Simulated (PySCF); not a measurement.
# H9LaN3 (La(NH3)33+): the cost of one run

Program: PySCF 2.14.0. Level of theory: BP86, La lcecp-1-SVP with ECP46, N def2-SVP, H def2-SVP; scalar-relativistic core potentials, no spin–orbit coupling. These are calculated values, not measurements.

3 further runs of the same task are left out: 2 for a known fault of the program, 1 that didn't finish.

## 1. The system as given

13 atoms, charge 3, spin multiplicity 1.

Bond lengths: La1–N2 2.577 Å, La1–N6 2.577 Å, La1–N10 2.577 Å, N2–H3 1.046 Å, N2–H4 1.046 Å, N2–H5 1.046 Å, N6–H7 1.046 Å, N6–H8 1.046 Å, N6–H9 1.046 Å, N10–H11 1.046 Å, N10–H12 1.046 Å, N10–H13 1.046 Å. Angles: N2–La1–N6 120.0°, N2–La1–N10 120.0°, N6–La1–N10 120.0°, La1–N2–H3 115.5°, La1–N2–H4 115.7°, La1–N2–H5 115.7°, H3–N2–H4 102.5°, H3–N2–H5 102.7°, H4–N2–H5 102.8°, La1–N6–H7 115.5°, La1–N6–H8 115.7°, La1–N6–H9 115.7°, H7–N6–H8 102.5°, H7–N6–H9 102.7°, H8–N6–H9 102.8°, La1–N10–H11 115.5°, La1–N10–H12 115.7°, La1–N10–H13 115.7° and more.

Geometry (Å):

```
La    0.0000    0.0000    0.0084
N     2.5774    0.0009   -0.0055
H     3.0323   -0.2517    0.9023
H     3.0279   -0.6622   -0.6774
H     3.0297    0.9134   -0.2424
N    -1.2895    2.2317   -0.0055
H    -1.2981    2.7519    0.9023
H    -0.9404    2.9533   -0.6774
H    -2.3059    2.1671   -0.2424
N    -1.2879   -2.2326   -0.0055
H    -1.7342   -2.5002    0.9023
H    -2.0874   -2.2911   -0.6774
H    -0.7239   -3.0805   -0.2424
```

Formal oxidation states: La +3. The 4f shell is empty and lies in the core potential. An earlier session relaxed this geometry at BP86, La lcecp-1-SVP with ECP46, N def2-SVP, H def2-SVP (singlet, point group C3).

Its energy there is -200.200370 Eh.

## 2. Multiplicity 3 at the relaxed geometry

Input file run.py (the lines that set the calculation):

```python
mol = gto.M(atom='''
La     0.00000     0.00000     0.00836
N      2.57741     0.00091    -0.00554
H      3.03231    -0.25174     0.90233
H      3.02786    -0.66220    -0.67745
H      3.02974     0.91338    -0.24241
N     -1.28950     2.23165    -0.00554
H     -1.29814     2.75193     0.90233
H     -0.94044     2.95331    -0.67745
H     -2.30588     2.16715    -0.24241
N     -1.28791    -2.23256    -0.00554
H     -1.73417    -2.50019     0.90233
H     -2.08742    -2.29110    -0.67745
H     -0.72386    -3.08052    -0.24241''',
    basis={'La': 'lcecp-1-SVP', 'N': 'def2-SVP', 'H': 'def2-SVP'},
    ecp={'La': 'lcecp-1-SVP'},
    charge=3, spin=2)
mf = dft.UKS(mol, xc='B88,P86')
mf.grids.atom_grid = (50, 194)  # f atoms: unpruned, at least (60, 302)
mf = mf.density_fit()  # fitting sets: La AutoAux, N def2-universal-JKFIT, H def2-universal-JKFIT
mf.conv_tol = 1e-08; mf.max_cycle = 55
mf.kernel(dm0)  # dm0: free metal ions and neutral atoms
```

On the command line:

```
$ OMP_NUM_THREADS=2 python run.py
```

**Question.** How long does this run take on 2 threads of Arm Neoverse V1, shared host?

About 2.2 min.
